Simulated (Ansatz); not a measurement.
# SiGeC (singlet): wave-function methods side by side, cc-pVDZ

The task here is to estimate one member of a computed series from the others.

Program: Ansatz 0.2.0, Gaussian basis. Level of theory: cc-pVDZ, core rule «outside noble gas», up to 20 orbitals frozen. These are calculated values, not measurements.

Plan: UHF; CCSD(T) on RHF; CCSD(T) on UHF; BCCD(T) on RHF; CISD; CCSDT(Q) on RHF; CCSDT(Q) on UHF; CASSCF and MRCISD+Q, 8 electrons in 8 orbitals; CASSCF and NEVPT2, 8 electrons in 8 orbitals.

26 further runs of the same task are left out: 1 for a known fault of the program, 11 that didn't finish, 14 set aside as unsound or not needed.

**What is computed**

The geometry is a PBE0/def2-TZVP stationary point (not a proven minimum) of the parent state, kept for this charge and spin. No spin-orbit coupling is included. The filled d shell of Ge may be among the frozen orbitals whatever the setting's name suggests; the logs give the count.

3 atoms, charge 0, spin multiplicity 1.

Atoms are counted from 1 here; the program's logs count them from 0.

Bond lengths: Ge1–C2 1.868 Å, C2–Si3 1.752 Å. Angles: Ge1–C2–Si3 180.0°.

Set-up of the first run:

Contents of in.yaml:

```yaml
crystal:
  periodic: [false, false, false]
  atoms:
    - {symbol: Ge, position_ang: [0.000000, 0.000000, 1.829607]}
    - {symbol: C, position_ang: [0.000000, 0.000000, -0.038606]}
    - {symbol: Si, position_ang: [0.000000, 0.000000, -1.791001]}
basis:
  gaussian: {orbitals: cc-pVDZ}
magnetization: {spin_polarized: true, initial_magnetization: 0}
hamiltonian: {xc: hf}
output: {orbitals: {seedname: orbitals}}
```

Started as:

```
$ ansatz run in.yaml --threads 1 --pin off --events-out ev --progress --plain --max-ram 2393MiB
```

Among the steps run: UHF; CCSD(T) on RHF; CCSD(T) on UHF; BCCD(T) on RHF; CISD; CCSDT(Q) on RHF; CCSDT(Q) on UHF; CASSCF and MRCISD+Q, 8 electrons in 8 orbitals; CASSCF and NEVPT2, 8 electrons in 8 orbitals.

One table of the session follows, with a row left open; its other results are not shown here.

It belongs to the step «Misses and costs». 

```
           method  from RCCSDT(Q) (kJ/mol)
              RHF                   +867.6
              UHF                   +866.6
             RMP2                   +110.3
             CISD                   +165.8
            RCCSD                    +71.0
         RCCSD(T)                     +9.3
          BCCD(T)                     +8.5
           RCCSDT                     +7.9
        RCCSDT(Q)                        0
  CASSCF frontier                   +630.5
  NEVPT2 frontier                   +101.1
  MRCISD frontier                        ?
MRCISD+Q frontier                    +10.4
```

Estimate the missing values for MRCISD frontier.

**Answer.** from RCCSDT(Q) (kJ/mol): +77.6. In the column «from RCCSDT(Q) (kJ/mol)» it lies between RCCSD (+71.0) and NEVPT2 frontier (+101.1).

Not comparable, so not listed: CCSD(T) on UHF; CCSDT(Q) on UHF (they don't share determinant, frozen orbitals or solution with the rows shown, or repeat one).

Limits of these values: Warnings: restricted reference is unstable; spin contamination; large T1 diagnostic.
